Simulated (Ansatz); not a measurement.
# CdMo (element-swapped structure): how the settings move a relaxation

How sensitive is a relaxation of CdMo (element-swapped structure) to its settings? A reference run comes first, then four runs with altered input.

Computed with Ansatz 0.2.0 (reference: DFT PBE, plane waves, PAW, scalar-relativistic, no spin polarisation, unless a step's input says otherwise).

### Step 1. Starting point

The structure is tetragonal, space group P4/nmm (No. 129). Conventional cell: a = 2.920 Å, b = 2.920 Å, c = 9.002 Å, α = 90.00°, β = 90.00°, γ = 90.00°. Mo (site symmetry 4mm) is surrounded by 8 Mo at 2.84 to 2.92 Å and 4 Cd at 3.13 Å. Cd (site symmetry 4mm) has 8 Cd at 2.92 to 3.12 Å and 4 Mo at 3.13 Å as nearest neighbours.

Structure file:

```cif
data_structure
_symmetry_space_group_name_H-M 'P4/nmm:1'
_symmetry_Int_Tables_number 129
_cell_length_a 2.9197
_cell_length_b 2.9197
_cell_length_c 9.0023
_cell_angle_alpha 90.000
_cell_angle_beta 90.000
_cell_angle_gamma 90.000
_cell_volume 76.74
loop_
_atom_site_label
_atom_site_type_symbol
_atom_site_symmetry_multiplicity
_atom_site_Wyckoff_symbol
_atom_site_fract_x
_atom_site_fract_y
_atom_site_fract_z
_atom_site_occupancy
Mo1 Mo 2 c 0.00000 0.50000 0.60800 1
Cd1 Cd 2 c 0.00000 0.50000 0.13000 1
```

### Step 2. Reference

input.yaml reads:

```yaml
crystal:
  lattice:
    - [2.919676, 0.0, 0.0]
    - [0.0, 2.919676, 0.0]
    - [0.0, 0.0, 9.002334]
  atoms:
    - { symbol: Mo, position: [0.0, 0.5, 0.608] }
    - { symbol: Mo, position: [0.5, 0.0, 0.392] }
    - { symbol: Cd, position: [0.0, 0.5, 0.13] }
    - { symbol: Cd, position: [0.5, 0.0, 0.87] }
  symmetry: { tolerance: 0.0003 }
kpoints:
  mp_grid: { grid: [6, 6, 2], shift: [0, 0, 0] }
magnetization:
  spin_polarized: false
scf:
  occupations: { method: fermi_dirac }
hamiltonian:
  pseudopotentials: { kind: paw }
  xc: pbe
basis:
  ecutwfc: 420
output:
  forces: true
  stress: true
  eigenvalues: true
relax:
  max_steps: 40
  cell: {}
```

The run is started by

```console
$ ansatz run input.yaml --threads 1 --pin off --max-ram 2560MiB --backend cpu --events-out ev --progress --plain --runs-dir out
```

### Step 3. Changing settings: occupations.width 0.05, ecutwfc 550 eV

Changes to input.yaml since step 2:

```diff
@@ -16,3 +16,3 @@
 scf:
-  occupations: { method: fermi_dirac }
+  occupations: { method: fermi_dirac, width: 0.05 }
 hamiltonian:
@@ -21,3 +21,3 @@
 basis:
-  ecutwfc: 420
+  ecutwfc: "550 eV"
 output:
```

### Step 4. Changed: chi_scale 0.0

Changes to input.yaml since step 2:

```diff
@@ -17,2 +17,3 @@
   occupations: { method: fermi_dirac }
+  initial_density: { chi_scale: 0.0 }
 hamiltonian:
```

### Step 5. Changing settings: preconditioner kerker

Changes to input.yaml since step 2:

```diff
@@ -17,2 +17,3 @@
   occupations: { method: fermi_dirac }
+  mixing: { preconditioner: kerker }
 hamiltonian:
```

### Step 6. Changing settings: symmetry.detect false, tolerance left out

Changes to input.yaml since step 2:

```diff
@@ -10,3 +10,3 @@
     - { symbol: Cd, position: [0.5, 0.0, 0.87] }
-  symmetry: { tolerance: 0.0003 }
+  symmetry: { detect: false }
 kpoints:
@@ -26,2 +26,6 @@
   eigenvalues: true
+  write_density: true
+  write_potential: true
+  elf: true
+  volumetric_format: npy
 relax:
```

Before running it: what results should come out? Wanted: for each run, ending; energy change; pressure; gap; force.

**Answer**, as computed:

```tsv
run	ending	energy change	pressure (GPa)	gap (eV)	force (eV/Å)	cycles	time
reference	converged	0	0.0	0.00	0.01	72	27 s
1: occupations.width 0.05, ecutwfc 550 eV	converged	-1.5 meV/atom (σ→0)	0.0	0.00	0.00	86	43 s
2: chi_scale 0.0	converged	0.0 meV/atom	0.0	0.00	0.01	76	26 s
3: preconditioner kerker	converged	0.0 meV/atom	0.0	0.00	0.01	76	26 s
4: symmetry.detect false, tolerance left out	converged	-168.3 meV/atom	0.0	0.00	0.00	193	2.9 min
```

Times don't compare one to one where runs were asked for different outputs or read a saved state (see the inputs); cycles may leave out searches for a lower state.

**Reading.** No change moves the result by more than the table shows.

Caveats on the reference run: it is run without spin, though an odd electron count or open d shells could carry moments; its mesh is coarse for a cell with so small a gap or none.
